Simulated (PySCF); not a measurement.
# SnSe₂: singlet, from a linear start

The task is one start of a wider search on SnSe₂: the singlet, from a linear start. It is relaxed, tested by its Hessian and followed downhill if it is a saddle.

Program: PySCF 2.14.0. Level of theory: PBE0, basis Sn def2-TZVP with ECP28, Se def2-TZVP, scalar-relativistic core potentials, no spin–orbit coupling, density fitting. These are calculated values, not measurements.

## (1) Where the work starts

3 atoms, charge 0, spin multiplicity 1.

Bond lengths: Sn1–Se2 2.370 Å, Sn1–Se3 2.370 Å. Angles: Se2–Sn1–Se3 180.0°.

```xyz
3
charge 0 multiplicity 1
Sn    0.0000    0.0000    0.0000
Se    0.0000    0.0000    2.3700
Se    0.0000    0.0000   -2.3700
```

## (2) Relaxing the singlet from the linear start

One driver script runs all steps and calls PySCF; scf.py shows how it sets up the SCF of each step. The optimiser is the driver's own. Before each start the driver seeks the lowest SCF state from one or more starting densities and follows internal instabilities, so scf.py alone need not reach the same state.

The program finds D∞h symmetry in the start, which this walk keeps. The walk stops when the largest gradient is under 0.0003 Eh/bohr and the energy has settled too.

scf.py reads:

```python
from pyscf import gto, scf, dft
mol = gto.M(atom='''
Sn     0.000000     0.000000     0.000000
Se     0.000000     0.000000     2.370000
Se     0.000000     0.000000    -2.370000''',
    basis={'Sn': 'def2-TZVP', 'Se': 'def2-TZVP'},
    ecp={'Sn': 'def2-TZVP'},
    charge=0, spin=0)
mf = dft.RKS(mol, xc='PBE0')
mf.grids.atom_grid = (50, 194)
aux = {'Sn': 'def2-universal-JKFIT', 'Se': 'def2-universal-JKFIT'}
mf = mf.density_fit(auxbasis=aux)
mf.kernel()
```

Energy and gradient, step by step:

| step | energy (Eh) | change (kJ/mol) | largest symmetric gradient (Eh/bohr) |
| --- | --- | --- | --- |
| 0 | -5016.914809 | 0.00 | 0.02232 |
| 1 | -5016.917740 | -7.70 | 0.00357 |
| 2 | -5016.917802 | -7.86 | 0.00064 |
| 3 | -5016.917804 | -7.86 | 0.00001 |

The walk ran for 32 s (4 threads, shared host).

End point (D∞h, 3 steps, 7.9 kJ/mol gained): Sn–Se 2.303 Å (×2); Se–Sn–Se 180.0°.

## (3) Vibrations and properties at this point

The point is checked on the finer grid, and tightened if its gradient asks for it. The Hessian and the dipole derivatives come from central differences of analytic gradients, with steps of 0.01 bohr.

Edit scf.py of step 2 so:

```diff
@@ -3,3 +3,3 @@
-Sn     0.000000     0.000000     0.000000
-Se     0.000000     0.000000     2.370000
-Se     0.000000     0.000000    -2.370000''',
+Sn    -0.000000     0.000000     0.000000
+Se    -0.000000    -0.000000     2.302891
+Se     0.000000     0.000000    -2.302891''',
@@ -10 +10 @@
-mf.grids.atom_grid = (50, 194)
+mf.grids.atom_grid = (75, 302)
```

This SCF starts from the last density.

SCF at the final geometry:

```text
init E= -5016.91774455491
  HOMO = -0.266128283618271  LUMO = -0.106311961001529  gap/eV = 4.34882
cycle= 1 E= -5016.91774455434  delta_E= 5.71e-10  |g|= 4.32e-05  |ddm|= 6.78e-05
  HOMO = -0.266128311763009  LUMO = -0.106312015877184  gap/eV = 4.34882
cycle= 2 E= -5016.91774455084  delta_E= 3.5e-09  |g|= 0.000107  |ddm|= 0.000168
  HOMO = -0.266128312174114  LUMO = -0.106312000245891  gap/eV = 4.34882
cycle= 3 E= -5016.91774455503  delta_E= -4.18e-09  |g|= 1.43e-07  |ddm|= 0.00012
  HOMO = -0.266128305106632  LUMO = -0.106311989647168  gap/eV = 4.34882
cycle= 4 E= -5016.91774455502  delta_E= 1.82e-12  |g|= 3.17e-08  |ddm|= 1.77e-07
  HOMO = -0.266128301914817  LUMO = -0.106311989663276  gap/eV = 4.34882
Extra cycle  E= -5016.91774455503  delta_E= -2.73e-12  |g|= 6.67e-08  |ddm|= 1.25e-07
converged SCF energy = -5016.91774455503
```

The whole step took 56 s.

Geometry: D∞h; Sn–Se 2.303 Å (×2); Se–Sn–Se 180.0°.

Modes, for the most abundant isotopes:

```
symmetry  ω (cm⁻¹)  IR (km/mol)  μ (u)
      πu        73          5.3  98.73
     σg+       260          0.0  79.92
     σu+       398         41.6  98.73
```

No imaginary mode, so this is a minimum.

Properties at this point:

| Item | Value |
| --- | --- |
| Dipole moment | 0.00 D |
| Highest occupied level | -7.24 eV |
| Lowest empty level | -2.89 eV |
| Rotational constants | 0.01989 cm⁻¹ |
| Zero-point energy | 4.8 kJ/mol |
| Principal polarisabilities | 62.5, 62.5, 167.6 bohr³ |
| Atomisation energy without zero-point energy | 653 kJ/mol |
| Principal traceless quadrupole moments about the centre of mass | -4.07, 2.04, 2.04 D Å |
| Entropy at 298.15 K and 1 bar | 303.8 J/(mol K) |
| Heat capacity Cp at 298.15 K | 59.0 J/(mol K) |
| Enthalpy at 298.15 K above 0 K | 14.88 kJ/mol |
| Rotational symmetry number | 2 |

Populations by atom (charges in e):

```
 atom  Mulliken  Löwdin  polar tensor  Mayer order to Sn1
  Sn1      0.65    0.01          0.86                   –
Se2,3     -0.32   -0.01         -0.43                1.93
```

Mulliken populations on Sn1 (outside its core potential): s 3.35, p 7.74, d 10.22, f 0.05.

## (4) Results

| quantity | value |
| --- | --- |
| minimum | singlet, D∞h |
| geometry | Sn–Se 2.303 Å (×2); Se–Sn–Se 180.0° |
| wavenumbers (cm⁻¹) | 73 (πu), 260 (σg+), 398 (σu+) |
| dipole moment | 0.00 D |
| highest occupied, lowest empty level | -7.24, -2.89 eV |
| polar-tensor charge of Sn1 | +0.86 e |
| zero-point energy | 4.8 kJ/mol |
| entropy at 298.15 K | 303.8 J/(mol K) |
| atomisation energy (no zero-point energy) | 653 kJ/mol |

In words: The linear start keeps its D∞h symmetry and ends in a minimum. The strongest infrared band lies at 398 cm⁻¹ (σu+, stretch). The dipole vanishes although Sn1 carries +0.9 e by the polar tensor: the bond dipoles cancel. Other starts or spin states, not run here, may lie lower. Take wavenumbers under 90 cm⁻¹ as rough.

The search up to here took 92 s.
